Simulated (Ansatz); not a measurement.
# Si2Mo: response to strain

Si2Mo is deformed so: zz strain of -2 %. What stress and forces result, by LAPW, PAW and all-electron datasets made for the crystal?

Computed with Ansatz 0.2.0 (DFT PBEsol, scalar-relativistic, unless a step's input says otherwise).

## Step 1: The starting structure

Symmetry: I4/mmm, No. 139, tetragonal system. Conventional cell: a = 3.200 Å, b = 3.200 Å, c = 7.861 Å, α = 90.00°, β = 90.00°, γ = 90.00°. Si (site symmetry 4mm) has 5 Si at 2.61 to 2.63 Å and 5 Mo at 2.62 Å in its first shell of neighbours. Mo (site symmetry 4/mmm) is surrounded by 10 Si at 2.62 Å.

Coordinates:

```
Si Mo
1.0
    -1.60000    1.60000    3.93050
     1.60000   -1.60000    3.93050
     1.60000    1.60000   -3.93050
Si Mo
2 1
Cartesian
  0.0000 0.0000 2.6177
  0.0000 0.0000 5.2433
  0.0000 0.0000 0.0000
```

Atoms are numbered in the order of the input: Si1, Si2, Mo3.

## Step 2: After the deformation

Space group I4/mmm before, I4/mmm after.

## Step 3: LAPW, all electrons

input.yaml

```yaml
crystal:
  lattice:
    - [-1.6, 1.6, 3.85189]
    - [1.6, -1.6, 3.85189]
    - [1.6, 1.6, -3.85189]
  atoms:
    - { symbol: Si, position: [0.333, 0.333, 0.0] }
    - { symbol: Si, position: [0.667, 0.667, 0.0] }
    - { symbol: Mo, position: [0.0, 0.0, 0.0] }
kpoints:
  mp_grid: { grid: [16, 16, 16] }
  band_path:
    path:
      - [0.0, 0.0, 0.0]
      - [0.0, 0.0, 0.5]
      - [0.25, 0.25, 0.25]
      - [0.0, 0.5, 0.0]
      - [0.0, 0.0, 0.0]
      - [0.5, 0.5, -0.5]
      - [0.2931352403, 0.7068647597, -0.2931352403]
      - [-0.2931352403, 0.2931352403, 0.2931352403]
      - [0.0, 0.0, 0.0]
    npoints: 5
scf:
  occupations: { method: fermi_dirac, width: 0.08 }
hamiltonian:
  xc: pbesol
  pseudopotentials: { kind: all_electron, lapw: { basis_error: 0.001 } }
output:
  forces: true
  stress: true
  eigenvalues: true
```

Command:

```sh
> ansatz run input.yaml --threads 1 --pin off --max-ram 4096MiB --backend cpu --events-out ev --progress --plain --runs-dir out
```

## Step 4: PAW with frozen cores

input.yaml

```yaml
crystal:
  lattice:
    - [-1.6, 1.6, 3.85189]
    - [1.6, -1.6, 3.85189]
    - [1.6, 1.6, -3.85189]
  atoms:
    - { symbol: Si, position: [0.333, 0.333, 0.0] }
    - { symbol: Si, position: [0.667, 0.667, 0.0] }
    - { symbol: Mo, position: [0.0, 0.0, 0.0] }
kpoints:
  mp_grid: { grid: [16, 16, 16] }
scf:
  occupations: { method: fermi_dirac, width: 0.08 }
hamiltonian:
  xc: pbesol
  pseudopotentials: { kind: paw }
output:
  forces: true
  stress: true
  eigenvalues: true
  efg: { contact_densities: true }
```

## Step 5: Datasets made for this crystal

input.yaml, as its differences from that of step 4:

```diff
@@ -15,3 +15,3 @@
   xc: pbesol
-  pseudopotentials: { kind: paw }
+  pseudopotentials: { kind: all_electron, datasets: crystal }
 output:
```

(Steps that only read results are left out.)

Q: Predict the outcome of this session. Wanted: pressure; largest shear or deviatoric stress.

As calculated:

| quantity | value |
| --- | --- |
| pressure | LAPW 2.28, PAW 2.24, crystal datasets 2.27 GPa |
| largest shear or deviatoric stress (LAPW) | 5.24 GPa |

In words: The largest part of the stress beyond the pressure is 5.24 GPa in size, in the zz component; the atoms are carried along and not relaxed. No run of the undeformed cell stands beside it, so pressure and stress hold what the given cell had before the change, as far as its symmetry allows. PAW: stress within 0.04 GPa of LAPW, forces within 1 meV/Å. Crystal datasets: stress within 0.01 GPa of LAPW, forces within 1 meV/Å.
